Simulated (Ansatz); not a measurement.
# BiSb: equation of state with PBE

The system is BiSb.

```
CELL_PARAMETERS angstrom
2.22630 1.28535 3.97515
-2.22630 1.28535 3.97515
0.00000 -2.57070 3.97515
ATOMIC_POSITIONS crystal
Bi 0.23197 0.23197 0.23197
Sb 0.76803 0.76803 0.76803
```

The cell comes from a database or a generator and needn't be the stable form of this composition.

| Item | Value |
| --- | --- |
| Program | Ansatz 0.2.0 |
| Task | equation of state |
| Functional | PBE |
| Potentials or basis | Ansatz PAW |
| Cutoff | 420 eV |
| Density cutoff | 1680 eV |
| k mesh | 7 × 7 × 7 |
| Occupations | fermi-dirac, width 0.05 eV |
| Spin | no spin polarisation |

- Equilibrium volume: 34.67 Å³/atom
- Bulk modulus at fixed shape and positions: 46 GPa
- Pressure derivative of the bulk modulus: 4.6

Energy against volume, from the lowest point:
```
volume (Å³/atom)  energy (meV/atom)
          32.078              32.14
          32.761              16.71
          33.443               6.57
          34.126               1.17
          34.808               0.00
          35.491               2.63
          36.173               8.65
```

All runs of the series together: 19 s on 2 threads of Arm Neoverse V2 (shared host).

Caveat: the cell was scaled at fixed shape and fractional positions, which overstates the stiffness of a crystal with free parameters, most of all of layers and chains.
